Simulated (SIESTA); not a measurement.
HfIn4SiO6 under changes of volume

One of the cells (19.324 Å³/atom); the others are scaled copies at fixed shape and fractional positions:

```xyz
12
Lattice="3.2516 -5.6146 -0.0249 3.2516 5.6146 -0.0249 -1.5006 0.0000 6.3622" Properties=species:S:1:pos:R:3 pbc="T T T"
Hf    0.6482    0.0000    0.0530
In    4.1311   -1.7415    0.0204
In    4.1311    1.7415    0.0204
In    1.7598   -1.8241    3.0601
In    1.7598    1.8241    3.0601
Si    4.8878    0.0000    2.7901
O     4.0560   -1.3856    2.3889
O     4.0560    1.3856    2.3889
O    -0.2541    0.0000    1.8754
O     5.3243    0.0000    4.3765
O     1.7538   -1.5911    0.4588
O     1.7538    1.5911    0.4588
```

The cell was built by a generator and needn't be a form met in nature.

- Program: SIESTA 5.4.2
- Functional: PBE
- Potentials or basis: PseudoDojo 0.4 standard (PBE files)
- Basis: DZP (energy shift 0.003 Ry; two zetas on semicore shells)
- Grid cutoff: 800 Ry
- Energy shift: 0.003 Ry
- k mesh: 5 × 5 × 4
- Occupations: fermi-dirac, width 0.05 eV
- Spin: no spin polarisation

| volume (Å³/atom) | energy over the lowest point (meV/atom) | pressure (GPa) | gap on the mesh (eV) | largest force (eV/Å) |
| --- | --- | --- | --- | --- |
| 17.808 | 31.16 | 7.6 | 0.43 | 1.309 |
| 18.187 | 15.94 | 5.3 | 0.50 | 0.975 |
| 18.566 | 6.02 | 3.2 | 0.55 | 0.661 |
| 19.324 | 0.00 | -0.5 | 0.67 | 0.190 |
| 19.703 | ? | ? | ? | ? |
| 20.081 | 9.36 | -3.4 | 0.77 | 0.551 |

What does the run at 19.703 Å³/atom give?

Energy over the lowest point 2.96 meV/atom; pressure -2.0 GPa; gap on the mesh 0.72 eV; largest force 0.308 eV/Å.

Worked out: A Birch-Murnaghan fit of order 3 (a polynomial in V^(-2/3)) to the other rows has its minimum at 19.22 Å³/atom with B0 = V·E''(V) = 85 GPa and B' = 4.4 at fixed shape and positions, which overstates the stiffness. It gives 2.97 meV/atom at 19.703 Å³/atom, against the run's 2.96, and -dE/dV = -2.0 GPa, against -2.0. A straight line through the other rows of the gap, of slope 2.82 eV per unit of ln V, gives 0.72 eV, against the run's 0.72.

Energies are extrapolated to zero smearing.

Caveats: short orbitals over semicore shells can move pressures by several GPa; spin-orbit coupling is left out, which moves the levels of the heavy elements; an odd mesh through Γ misses points on the zone boundary, where band edges often lie; the basis of atomic orbitals isn't converged, which shifts pressures, moduli and gaps; forces of over 1 eV/Å show positions far from the minimum, so gaps and moduli don't describe the material at rest (some runs).
